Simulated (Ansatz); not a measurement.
Relaxation of a periodic cell of 17 atoms, CuSi16 (host Si, host structure diamond, interstitial Cu), cell charge +1, to a largest force component of 0.08 eV/Å in at most 25 steps.

Computed with DFT PBEsol, scalar-relativistic, plane waves, PAW (Ansatz 0.2.0). Settings: accuracy low, PAW set soft_1, cutoff 420 eV, k mesh 2x2x2, fermi-dirac smearing 0.05 eV, no spin polarisation.

```xyz
17
Lattice="0.0000 5.4300 5.4300 5.4300 0.0000 5.4300 5.4300 5.4300 0.0000" Properties=species:S:1:pos:R:3:forces:R:3
Si 0.000 0.000 0.000 -0.14 1.43 -0.09
Si 1.357 1.357 1.357 0.03 0.08 0.03
Si 2.715 2.715 0.000 -0.08 -0.03 -0.03
Si 4.072 4.072 1.357 -1.35 0.09 0.08
Si 2.715 0.000 2.715 -0.10 -0.10 -0.10
Si 4.072 1.357 4.072 -0.31 -0.30 -0.30
Si 5.430 2.715 2.715 -0.16 -0.10 1.48
Si 6.787 4.072 4.072 0.03 0.03 0.08
Si 0.000 2.715 2.715 -0.03 -0.03 -0.08
Si 1.357 4.072 4.072 0.15 0.20 -1.66
Si 2.715 5.430 2.715 0.30 0.31 0.31
Si 4.072 6.787 4.072 0.10 0.10 0.10
Si 2.715 2.715 5.430 1.83 -0.23 -0.24
Si 4.072 4.072 6.787 0.09 0.03 0.03
Si 5.430 5.430 5.430 -0.03 -0.09 -0.03
Si 6.787 6.787 6.787 0.17 -1.72 0.22
Cu 6.143 8.808 6.100 -0.49 0.31 0.20
```

Question: Where does it end, and by what steps?

Answer: The run converged. The force dipped under the threshold on the way, but the program's further checks kept it going. Limits of this set-up: coarse k mesh, PAW files made for another functional, a small cell, in which the defect meets its images, a typed lattice constant that wasn't relaxed here, low accuracy level, charged cell in a uniform background, uncorrected. After 7 steps the energy has fallen by 0.562 eV; Si6 moved furthest, 0.26 Å.

```json
{"step": "0", "energy less start (eV)": "0.0000", "largest force component (eV/Å)": "1.830", "accepted": "yes"}
{"step": "1", "energy less start (eV)": "-0.4231", "largest force component (eV/Å)": "0.800", "accepted": "yes"}
{"step": "2", "energy less start (eV)": "-0.5565", "largest force component (eV/Å)": "0.098", "accepted": "yes"}
{"step": "3", "energy less start (eV)": "-0.5608", "largest force component (eV/Å)": "0.026", "accepted": "yes"}
{"step": "4", "energy less start (eV)": "-0.5610", "largest force component (eV/Å)": "0.031", "accepted": "yes"}
{"step": "5", "energy less start (eV)": "-0.5613", "largest force component (eV/Å)": "0.009", "accepted": "yes"}
{"step": "6", "energy less start (eV)": "-0.5613", "largest force component (eV/Å)": "0.008", "accepted": "yes"}
{"step": "7", "energy less start (eV)": "-0.5619", "largest force component (eV/Å)": "0.032", "accepted": "yes"}
```

```xyz
17
Lattice="0.0000 5.4300 5.4300 5.4300 0.0000 5.4300 5.4300 5.4300 0.0000" Properties=species:S:1:pos:R:3
Si -0.062 0.073 -0.066
Si 1.308 1.367 1.302
Si 2.704 2.761 0.047
Si 4.002 4.127 1.413
Si 2.579 -0.140 2.576
Si 3.923 1.208 3.923
Si 5.369 2.649 2.789
Si 6.738 4.017 4.082
Si 0.049 2.758 2.699
Si 1.414 4.123 4.000
Si 2.851 5.566 2.851
Si 4.201 6.913 4.198
Si 2.791 2.653 5.369
Si 4.088 4.021 6.736
Si 5.479 5.413 5.473
Si 6.843 6.715 6.838
Cu 6.167 8.884 6.169
```

Whether the end is a true minimum wasn't checked by a vibrational analysis.

Run time: 56 s on 1 thread of Intel(R) Xeon(R) Platinum 8259CL CPU @ 2.50GHz (Skylake/Cascade Lake), with other jobs on the host, peak memory 0.63 GiB.
